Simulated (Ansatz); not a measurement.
# Al₂F₂H₄S₂: a spread of methods and bases

How do the results and run time of Al₂F₂H₄S₂ respond when the settings are drawn wide?

Method: the settings change from run to run; program: Ansatz 0.2.0, Gaussian basis.

**1. The geometry**

The geometry comes from an earlier relaxation with PBE0-D4 in a triple-zeta def2 set; it is a stationary point, not always the lowest conformer.

SMILES `[F][Al@H-]1[SH+][Al@@H-]([F])[SH+]1`, 10 atoms, charge 0, spin multiplicity 1.

Atoms are counted from 1 here; the program's logs count them from 0.

Bond lengths: F1–Al2 1.657 Å, Al2–S3 2.360 Å, Al2–S6 2.360 Å, Al2–H7 1.570 Å, S3–Al4 2.360 Å, S3–H8 1.347 Å, Al4–F5 1.657 Å, Al4–S6 2.360 Å, Al4–H9 1.570 Å, S6–H10 1.347 Å. Angles: F1–Al2–S3 105.7°, F1–Al2–S6 105.7°, F1–Al2–H7 124.1°, S3–Al2–S6 96.1°, S3–Al2–H7 110.8°, S6–Al2–H7 110.8°, Al2–S3–Al4 83.7°, Al2–S3–H8 92.5°, Al4–S3–H8 92.5°, S3–Al4–F5 105.7°, S3–Al4–S6 96.1°, S3–Al4–H9 110.8°, F5–Al4–S6 105.7°, F5–Al4–H9 124.1°, S6–Al4–H9 110.8°, Al2–S6–Al4 83.7°, Al2–S6–H10 92.5°, Al4–S6–H10 92.5°.

Geometry (Å):

```
F     0.9658   -0.7587   -2.3042
Al    1.3782   -0.4161   -0.7358
S    -0.1115   -1.6637    0.6037
Al   -0.9254    0.4631    1.2236
F    -2.4638    0.5503    0.6128
S     0.4255    1.6923   -0.2709
H     2.8405   -0.5033   -0.1712
H    -1.0067   -1.7798   -0.3966
H    -0.5497    0.7908    2.7122
H    -0.4700    1.5739   -1.2706
```

**2. BHLYP/def2-TZVP**

Set apart from the defaults: charge -1, multiplicity 2.

in.yaml

```yaml
crystal:
  periodic: [false, false, false]
  atoms:
    - {symbol: F, position_ang: [0.965787, -0.758741, -2.304153]}
    - {symbol: Al, position_ang: [1.378230, -0.416140, -0.735823]}
    - {symbol: S, position_ang: [-0.111496, -1.663705, 0.603659]}
    - {symbol: Al, position_ang: [-0.925438, 0.463099, 1.223552]}
    - {symbol: F, position_ang: [-2.463776, 0.550278, 0.612753]}
    - {symbol: S, position_ang: [0.425516, 1.692344, -0.270867]}
    - {symbol: H, position_ang: [2.840473, -0.503265, -0.171198]}
    - {symbol: H, position_ang: [-1.006670, -1.779794, -0.396611]}
    - {symbol: H, position_ang: [-0.549659, 0.790804, 2.712161]}
    - {symbol: H, position_ang: [-0.469968, 1.573920, -1.270573]}
basis:
  gaussian: {orbitals: def2-TZVP}
total_charge: -1
magnetization: {spin_polarized: true, initial_magnetization: 1}
hamiltonian: {xc: {name: BHLYP}}
output: {forces: true}
```

Command:

```sh
> ansatz run in.yaml --threads 4 --pin off --events-out ev --progress --plain --max-ram 10444MiB
```

The log of the run, cut to the lines that bear on the results:

```text
Functional definition: BHLYP
  name "BHLYP"
  cite "Becke, J. Chem. Phys. 98, 1372 (1993) doi:10.1063/1.464304"
  cite "Becke, Phys. Rev. A 38, 3098 (1988) doi:10.1103/PhysRevA.38.3098"
  cite "Lee, Yang & Parr, Phys. Rev. B 37, 785 (1988) doi:10.1103/PhysRevB.37.785"
[...]
1698 factors; their error is unknown
[...]
mean field -40372.31862071 eV, -1483.6553439705 hartree, gradient 2.3e-5 eV, S^2 0.752990; 6 other end points of the search recorded, 0 dependent functions left out
[...]
reference -40372.31883597 eV, -1483.6553518815 hartree; 41, 40 occupied and 193, 194 virtual orbitals, 1698 factors
Total energy: -40372.31883597 eV, -1483.6553518815 hartree
Atom 0 at     0.965787    -0.758741    -2.304153 Å, force     0.005537    -0.117872    -0.448932 eV/Å
Atom 1 at     1.378230    -0.416140    -0.735823 Å, force    -0.106550     0.377663     1.385600 eV/Å
Atom 2 at    -0.111496    -1.663705     0.603659 Å, force     0.393588     1.005658     0.012141 eV/Å
Atom 3 at    -0.925438     0.463099     1.223552 Å, force     1.422747    -0.205968     0.084837 eV/Å
Atom 4 at    -2.463776     0.550278     0.612753 Å, force    -0.457081     0.058546    -0.055332 eV/Å
Atom 5 at     0.425516     1.692344    -0.270867 Å, force     0.083246    -0.942489     0.520414 eV/Å
Atom 6 at     2.840473    -0.503265    -0.171198 Å, force     0.083018    -0.089455    -0.293341 eV/Å
Atom 7 at    -1.006670    -1.779794    -0.396611 Å, force    -0.644942    -0.621364    -0.479562 eV/Å
Atom 8 at    -0.549659     0.790804     2.712161 Å, force    -0.309346     0.060005     0.040334 eV/Å
Atom 9 at    -0.469968     1.573920    -1.270573 Å, force    -0.470216     0.475277    -0.766159 eV/Å
Dipole moment:    -0.234725    -0.030764    -0.262169 e Å
```

Run time: 13 s. Hardware: 4 threads of Arm Neoverse V2, shared host; peak memory 1.1 GiB.

Largest force 1.440 eV/Å, ⟨S²⟩ 0.753.

**3. rPW86-PBE/cc-pVTZ-DK**

Set apart from the defaults: unrestricted orbitals, relativity set to none, the search for lower states set to off.

Changes to in.yaml since step 2:

```diff
@@ -14,6 +14,5 @@
 basis:
-  gaussian: {orbitals: def2-TZVP}
-total_charge: -1
-magnetization: {spin_polarized: true, initial_magnetization: 1}
-hamiltonian: {xc: {name: BHLYP}}
-output: {forces: true}
+  gaussian: {orbitals: cc-pVTZ-DK}
+magnetization: {spin_polarized: true, initial_magnetization: 0}
+hamiltonian: {xc: {name: rPW86-PBE}, pseudopotentials: {relativity: none}}
+scf: {lower_state_search: off}
```

Same command.

The log of the run, cut to the lines that bear on the results:

```text
Functional definition: rPW86-PBE
  name "rPW86-PBE"
  cite "Murray, Lee & Langreth, J. Chem. Theory Comput. 5, 2754 (2009) doi:10.1021/ct900365q"
  cite "Perdew, Burke & Ernzerhof, Phys. Rev. Lett. 77, 3865 (1996) doi:10.1103/PhysRevLett.77.3865"
  parent pbe
[...]
1612 factors; their error is unknown
[...]
mean field -40398.28827516 eV, -1484.6097111689 hartree, gradient 5.7e-6 eV, S^2 0.000000; 0 other end points of the search recorded, 0 dependent functions left out
reference -40398.28841373 eV, -1484.6097162610 hartree; 40, 40 occupied and 212, 212 virtual orbitals, 1612 factors
WARN: the results are in doubt because the basis set is contracted for relativity, which is off
Total energy: -40398.28841373 eV, -1484.6097162610 hartree
In doubt: the basis set is contracted for relativity, which is off
Checks for a lower state left out: stability, starts, cluster_reference, orbital_swaps, neighbouring_geometries, increment
```

It took 6.5 s on 4 threads of Arm Neoverse V2, shared host; peak memory 0.46 GiB.

⟨S²⟩ 0.000. The log holds a warning on this run.

**4. r2SCANh/def2-SVPD**

Changes to in.yaml since step 3:

```diff
@@ -14,5 +14,3 @@
 basis:
-  gaussian: {orbitals: cc-pVTZ-DK}
-magnetization: {spin_polarized: true, initial_magnetization: 0}
-hamiltonian: {xc: {name: rPW86-PBE}, pseudopotentials: {relativity: none}}
-scf: {lower_state_search: off}
+  gaussian: {orbitals: def2-SVPD}
+hamiltonian: {xc: {name: r2SCANh}}
```

Launched as before.

The log of the run, cut to the lines that bear on the results:

```text
Functional definition: r2SCANh
  name "r2SCANh"
  cite "Bursch, Neugebauer, Ehlert & Grimme, J. Chem. Phys. 156, 134105 (2022) doi:10.1063/5.0086040"
  cite "Furness, Kaplan, Ning, Perdew & Sun, J. Phys. Chem. Lett. 11, 8208 (2020) doi:10.1021/acs.jpclett.0c02405"
  cite "Furness, Kaplan, Ning, Perdew & Sun, J. Phys. Chem. Lett. 11, 9248 (2020) doi:10.1021/acs.jpclett.0c03077"
  parent r2scan
[...]
1624 factors; their error is unknown
[...]
mean field -40351.41397354 eV, -1482.8871123570 hartree, gradient 6.1e-5 eV, S^2 0.000000; 0 other end points of the search recorded, 0 dependent functions left out
reference -40351.41399538 eV, -1482.8871131595 hartree; 40, 40 occupied and 140, 140 virtual orbitals, 1624 factors
Total energy: -40351.41399538 eV, -1482.8871131595 hartree
```

Wall time 4.9 s (4 threads of Arm Neoverse V2, shared host); peak memory 0.55 GiB.

**5. r2SCAN0/6-31G***

Options: atoms shaken by 0.08 Å, density fitting with cc-pVTZ-jkfit.

in.yaml

```yaml
crystal:
  periodic: [false, false, false]
  atoms:
    - {symbol: F, position_ang: [0.996668, -0.734082, -2.220205]}
    - {symbol: Al, position_ang: [1.365315, -0.429581, -0.699223]}
    - {symbol: S, position_ang: [-0.195815, -1.732900, 0.481332]}
    - {symbol: Al, position_ang: [-0.809232, 0.583250, 1.262478]}
    - {symbol: F, position_ang: [-2.403374, 0.514229, 0.539881]}
    - {symbol: S, position_ang: [0.519637, 1.749872, -0.243069]}
    - {symbol: H, position_ang: [2.922821, -0.469658, -0.163611]}
    - {symbol: H, position_ang: [-0.975561, -1.732403, -0.288215]}
    - {symbol: H, position_ang: [-0.396562, 0.801107, 2.719029]}
    - {symbol: H, position_ang: [-0.458369, 1.463001, -1.346783]}
basis:
  gaussian: {orbitals: "6-31G*", fitting: {mean_field: cc-pVTZ-jkfit}}
hamiltonian: {xc: {name: r2SCAN0}}
```

The command is unchanged.

The log of the run, cut to the lines that bear on the results:

```text
Functional definition: r2SCAN0
  name "r2SCAN0"
  cite "Bursch, Neugebauer, Ehlert & Grimme, J. Chem. Phys. 156, 134105 (2022) doi:10.1063/5.0086040"
  cite "Furness, Kaplan, Ning, Perdew & Sun, J. Phys. Chem. Lett. 11, 8208 (2020) doi:10.1021/acs.jpclett.0c02405"
  cite "Furness, Kaplan, Ning, Perdew & Sun, J. Phys. Chem. Lett. 11, 9248 (2020) doi:10.1021/acs.jpclett.0c03077"
  parent r2scan
[...]
762 factors; integrals over basis functions are off by at most 1.6e-1 eV
[...]
mean field -40360.97681109 eV, -1483.2385401549 hartree, gradient 2.8e-5 eV, S^2 0.000000; 0 other end points of the search recorded, 0 dependent functions left out
reference -40360.97682573 eV, -1483.2385406930 hartree; 40, 40 occupied and 74, 74 virtual orbitals, 762 factors
Total energy: -40360.97682573 eV, -1483.2385406930 hartree
```

It took 2.4 s on 4 threads of Arm Neoverse V2, shared host; peak memory 0.26 GiB.

**6. wB97/def2-mTZVPP**

in.yaml

```yaml
crystal:
  periodic: [false, false, false]
  atoms:
    - {symbol: F, position_ang: [0.965787, -0.758741, -2.304153]}
    - {symbol: Al, position_ang: [1.378230, -0.416140, -0.735823]}
    - {symbol: S, position_ang: [-0.111496, -1.663705, 0.603659]}
    - {symbol: Al, position_ang: [-0.925438, 0.463099, 1.223552]}
    - {symbol: F, position_ang: [-2.463776, 0.550278, 0.612753]}
    - {symbol: S, position_ang: [0.425516, 1.692344, -0.270867]}
    - {symbol: H, position_ang: [2.840473, -0.503265, -0.171198]}
    - {symbol: H, position_ang: [-1.006670, -1.779794, -0.396611]}
    - {symbol: H, position_ang: [-0.549659, 0.790804, 2.712161]}
    - {symbol: H, position_ang: [-0.469968, 1.573920, -1.270573]}
basis:
  gaussian: {orbitals: def2-mTZVPP}
hamiltonian: {xc: {name: wB97}}
```

The command is unchanged.

The log of the run, cut to the lines that bear on the results:

```text
Functional definition: wB97
  name "wB97"
  cite "Chai & Head-Gordon, J. Chem. Phys. 128, 084106 (2008) doi:10.1063/1.2834918"
  cite "Becke, J. Chem. Phys. 107, 8554 (1997) doi:10.1063/1.475007"
[...]
  # The coefficients of nought are those of the uniform gas.
[...]
      + integral(e_c_pw_opposite_spin*poly(b97_u_opposite, 1, cos1, cos2, cos3, cos4))
1494 factors; their error is unknown
532 factors; integrals over basis functions are off by at most 2.0e-5 eV
[...]
mean field -40372.96824451 eV, -1483.6792172050 hartree, gradient 7.1e-5 eV, S^2 0.000000; 0 other end points of the search recorded, 0 dependent functions left out
reference -40372.96823142 eV, -1483.6792167239 hartree; 40, 40 occupied and 126, 126 virtual orbitals, 1494 factors
Total energy: -40372.96823142 eV, -1483.6792167239 hartree
```

Wall time 4.6 s (4 threads of Arm Neoverse V2, shared host); peak memory 0.43 GiB.

**7. r2SCAN/def2-mTZVPP**

This run has unrestricted orbitals, high accuracy.

Changes to in.yaml since step 6:

```diff
@@ -15,2 +15,5 @@
   gaussian: {orbitals: def2-mTZVPP}
-hamiltonian: {xc: {name: wB97}}
+magnetization: {spin_polarized: true, initial_magnetization: 0}
+hamiltonian: {xc: {name: r2SCAN}}
+accuracy: high
+output: {forces: true}
```

The command is unchanged.

The log of the run, cut to the lines that bear on the results:

```text
Functional definition: r2SCAN
  name "r2SCAN"
  cite "Furness, Kaplan, Ning, Perdew & Sun, J. Phys. Chem. Lett. 11, 8208 (2020) doi:10.1021/acs.jpclett.0c02405"
  cite "Furness, Kaplan, Ning, Perdew & Sun, J. Phys. Chem. Lett. 11, 9248 (2020) doi:10.1021/acs.jpclett.0c03077"
  parent r2scan
[...]
3415 factors; integrals over basis functions are off by at most 1.6e-8 eV
[...]
mean field -40369.42754437 eV, -1483.5490988747 hartree, gradient 6.6e-8 eV, S^2 0.000000; 0 other end points of the search recorded, 0 dependent functions left out
[...]
reference -40369.42754863 eV, -1483.5490990315 hartree; 40, 40 occupied and 126, 126 virtual orbitals, 3415 factors
Total energy: -40369.42754863 eV, -1483.5490990315 hartree
Atom 0 at     0.965787    -0.758741    -2.304153 Å, force    -0.071684    -0.056997    -0.262870 eV/Å
Atom 1 at     1.378230    -0.416140    -0.735823 Å, force     0.160237     0.028991     0.212416 eV/Å
Atom 2 at    -0.111496    -1.663705     0.603659 Å, force     0.066873    -0.100160     0.124026 eV/Å
Atom 3 at    -0.925438     0.463099     1.223552 Å, force     0.193787     0.016169     0.183691 eV/Å
Atom 4 at    -2.463776     0.550278     0.612753 Å, force    -0.257500     0.013745    -0.104730 eV/Å
Atom 5 at     0.425516     1.692344    -0.270867 Å, force     0.103591     0.123695     0.065773 eV/Å
Atom 6 at     2.840473    -0.503265    -0.171198 Å, force    -0.004762    -0.000813    -0.007229 eV/Å
Atom 7 at    -1.006670    -1.779794    -0.396611 Å, force    -0.091606    -0.010244    -0.103123 eV/Å
Atom 8 at    -0.549659     0.790804     2.712161 Å, force    -0.006581    -0.000384    -0.005697 eV/Å
Atom 9 at    -0.469968     1.573920    -1.270573 Å, force    -0.092355    -0.014002    -0.102257 eV/Å
Dipole moment:     0.047886     0.006366     0.053479 e Å
```

It took 20 s on 4 threads of Arm Neoverse V2, shared host; peak memory 1.1 GiB.

Largest force 0.278 eV/Å, dipole 0.35 D, ⟨S²⟩ 0.000.

**8. BHLYP/def2-mTZVPP**

Options: density fitting with def2-universal-jkfit, D3(BJ) with three-body dispersion, high accuracy, the search for lower states set to full.

Changes to in.yaml since step 7:

```diff
@@ -14,6 +14,5 @@
 basis:
-  gaussian: {orbitals: def2-mTZVPP}
-magnetization: {spin_polarized: true, initial_magnetization: 0}
-hamiltonian: {xc: {name: r2SCAN}}
+  gaussian: {orbitals: def2-mTZVPP, fitting: {mean_field: def2-universal-jkfit}}
+hamiltonian: {xc: {name: BHLYP}, dispersion: d3bjatm}
 accuracy: high
-output: {forces: true}
+scf: {lower_state_search: full}
```

Same command.

The log of the run:

```text
Functional definition: BHLYP
  name "BHLYP"
  cite "Becke, J. Chem. Phys. 98, 1372 (1993) doi:10.1063/1.464304"
  cite "Becke, Phys. Rev. A 38, 3098 (1988) doi:10.1103/PhysRevA.38.3098"
  cite "Lee, Yang & Parr, Phys. Rev. B 37, 785 (1988) doi:10.1103/PhysRevB.37.785"
  parameter a = 0.5
  exchange = (1 - a)*b88_x + a*exact_x
  correlation = lyp_c
738 factors; integrals over basis functions are off by at most 1.6e0 eV
mean field evaluation 1: about -40368.2101 eV, gradient 5.2e1 eV
mean field evaluation 2: about -40368.2095 eV, gradient 5.2e1 eV
mean field evaluation 4: about -40372.4030 eV, gradient 2.7e0 eV
mean field evaluation 8: about -40372.4241 eV, gradient 5.0e-2 eV
mean field evaluation 16: about -40372.4241 eV, gradient 3.9e-6 eV
mean field -40372.42408810 eV, -1483.6592198259 hartree, gradient 6.9e-8 eV, S^2 0.000000; 0 other end points of the search recorded, 0 dependent functions left out
reference -40372.42412110 eV, -1483.6592210383 hartree; 40, 40 occupied and 126, 126 virtual orbitals, 738 factors
Total energy: -40372.97081749 eV, -1483.6793117604 hartree
```

Run time: 3.2 s. Hardware: 4 threads of Arm Neoverse V2, shared host; peak memory 0.4 GiB.

**9. revPBE/6-31G***

Options: coordinates scaled by 1.12, the search for lower states set to light.

in.yaml

```yaml
crystal:
  periodic: [false, false, false]
  atoms:
    - {symbol: F, position_ang: [1.081681, -0.849790, -2.580652]}
    - {symbol: Al, position_ang: [1.543618, -0.466077, -0.824121]}
    - {symbol: S, position_ang: [-0.124875, -1.863350, 0.676098]}
    - {symbol: Al, position_ang: [-1.036490, 0.518671, 1.370378]}
    - {symbol: F, position_ang: [-2.759429, 0.616312, 0.686283]}
    - {symbol: S, position_ang: [0.476578, 1.895425, -0.303371]}
    - {symbol: H, position_ang: [3.181330, -0.563657, -0.191742]}
    - {symbol: H, position_ang: [-1.127470, -1.993370, -0.444204]}
    - {symbol: H, position_ang: [-0.615618, 0.885701, 3.037620]}
    - {symbol: H, position_ang: [-0.526364, 1.762791, -1.423042]}
basis:
  gaussian: {orbitals: "6-31G*"}
hamiltonian: {xc: {name: revPBE}}
scf: {lower_state_search: light}
output: {forces: true}
```

The command is unchanged.

The log of the run, cut to the lines that bear on the results:

```text
Functional definition: revPBE
  name "revPBE"
  cite "Zhang & Yang, Phys. Rev. Lett. 80, 890 (1998) doi:10.1103/PhysRevLett.80.890"
  cite "Perdew, Burke & Ernzerhof, Phys. Rev. Lett. 77, 3865 (1996) doi:10.1103/PhysRevLett.77.3865"
[...]
1268 factors; their error is unknown
[...]
mean field -40357.97338108 eV, -1483.1281661377 hartree, gradient 5.6e-5 eV, S^2 0.000000; 0 other end points of the search recorded, 0 dependent functions left out
[...]
reference -40357.97345465 eV, -1483.1281688414 hartree; 40, 40 occupied and 74, 74 virtual orbitals, 1268 factors
Total energy: -40357.97345465 eV, -1483.1281688414 hartree
Atom 0 at     1.081681    -0.849790    -2.580652 Å, force     0.829804     0.646970     2.992881 eV/Å
Atom 1 at     1.543618    -0.466077    -0.824121 Å, force    -0.428407    -0.340314    -1.567116 eV/Å
Atom 2 at    -0.124875    -1.863350     0.676098 Å, force    -1.281884     1.427688    -2.147320 eV/Å
Atom 3 at    -1.036490     0.518671     1.370378 Å, force    -1.535279     0.082591    -0.626088 eV/Å
Atom 4 at    -2.759429     0.616312     0.686283 Å, force     2.929818    -0.154805     1.206931 eV/Å
Atom 5 at     0.476578     1.895425    -0.303371 Å, force    -1.802726    -1.831100    -1.298118 eV/Å
Atom 6 at     3.181330    -0.563657    -0.191742 Å, force    -1.546461     0.087733    -0.614856 eV/Å
Atom 7 at    -1.127470    -1.993370    -0.444204 Å, force     1.623190     0.199467     1.818674 eV/Å
Atom 8 at    -0.615618     0.885701     3.037620 Å, force    -0.415338    -0.344321    -1.576813 eV/Å
Atom 9 at    -0.526364     1.762791    -1.423042 Å, force     1.627282     0.226092     1.811825 eV/Å
Dipole moment:     0.105390     0.013922     0.117700 e Å
```

It took 1.2 s on 4 threads of Arm Neoverse V2, shared host.

Largest force 3.172 eV/Å, dipole 0.76 D.

**10. revPBE0/aug-cc-pVTZ**

This run has multiplicity 3, restricted open-shell orbitals, atoms shaken by 0.08 Å, relativity set to scalar.

in.yaml

```yaml
crystal:
  periodic: [false, false, false]
  atoms:
    - {symbol: F, position_ang: [0.986000, -0.717241, -2.321273]}
    - {symbol: Al, position_ang: [1.525622, -0.396634, -0.713093]}
    - {symbol: S, position_ang: [0.004796, -1.634625, 0.375810]}
    - {symbol: Al, position_ang: [-0.997602, 0.517352, 1.311963]}
    - {symbol: F, position_ang: [-2.495074, 0.624058, 0.540868]}
    - {symbol: S, position_ang: [0.526811, 1.710060, -0.171780]}
    - {symbol: H, position_ang: [2.902856, -0.321499, -0.221555]}
    - {symbol: H, position_ang: [-0.926270, -1.795461, -0.321040]}
    - {symbol: H, position_ang: [-0.463320, 0.843227, 2.771670]}
    - {symbol: H, position_ang: [-0.440952, 1.482545, -1.309728]}
basis:
  gaussian: {orbitals: aug-cc-pVTZ}
magnetization: {spin_polarized: false, initial_magnetization: 2}
hamiltonian: {xc: {name: revPBE0}, pseudopotentials: {relativity: scalar}}
```

Same command.

The log of the run, cut to the lines that bear on the results:

```text
Functional definition: revPBE0
  name "revPBE0"
  cite "Zhang & Yang, Phys. Rev. Lett. 80, 890 (1998) doi:10.1103/PhysRevLett.80.890"
  cite "Adamo & Barone, J. Chem. Phys. 110, 6158 (1999) doi:10.1063/1.478522"
  cite "Perdew, Burke & Ernzerhof, Phys. Rev. Lett. 77, 3865 (1996) doi:10.1103/PhysRevLett.77.3865"
[...]
2108 factors; their error is unknown
[...]
mean field -40437.27354283 eV, -1486.0423933305 hartree, gradient 1.7e-5 eV, S^2 2.000000; 8 other end points of the search recorded, 0 dependent functions left out
reference -40437.27364578 eV, -1486.0423971138 hartree; 41, 39 occupied and 343, 345 virtual orbitals, 2108 factors
Total energy: -40437.27364578 eV, -1486.0423971138 hartree
Relativity: scalar
```

It took 73 s on 4 threads of Arm Neoverse V2, shared host; peak memory 3.4 GiB.

**11. The runs in one table**

| level | charge | multiplicity | geometry | functions | energy (eV) | time |
| --- | --- | --- | --- | --- | --- | --- |
| BHLYP/def2-TZVP | -1 | 2 | relaxed | 234 | -40372.319 | 13 s |
| rPW86-PBE/cc-pVTZ-DK | 0 | 1 | relaxed | 252 | -40398.288 | 6.5 s |
| r2SCANh/def2-SVPD | 0 | 1 | relaxed | 180 | -40351.414 | 4.9 s |
| r2SCAN0/6-31G* | 0 | 1 | shaken | 114 | -40360.977 | 2.4 s |
| wB97/def2-mTZVPP | 0 | 1 | relaxed | 166 | -40372.968 | 4.6 s |
| r2SCAN/def2-mTZVPP | 0 | 1 | relaxed | 166 | -40369.428 | 20 s |
| BHLYP/def2-mTZVPP | 0 | 1 | relaxed | 166 | -40372.971 | 3.2 s |
| revPBE/6-31G* | 0 | 1 | scaled | 114 | -40357.973 | 1.2 s |
| revPBE0/aug-cc-pVTZ | 0 | 3 | shaken | 384 | -40437.274 | 73 s |

**12. Summary of results**

```
                                         quantity                      value
                                             runs                          9
                                         quickest       revPBE/6-31G*, 1.2 s
                                          slowest  revPBE0/aug-cc-pVTZ, 73 s
spread of total energies, same state and geometry                    46.9 eV
```

**Reading.** revPBE0/aug-cc-pVTZ took 58 times as long as revPBE/6-31G*. The jobs differ in tasks and options as well as level. Total energies at one charge and spin differ by 47 eV between levels, so only differences within one level mean anything. At the PBE0-D4/def2-TZVP geometry and in the same state, runs without warnings or point charges leave forces up to 0.28 eV/Å (r2SCAN/def2-mTZVPP), against 3.2 eV/Å where the atoms were moved.
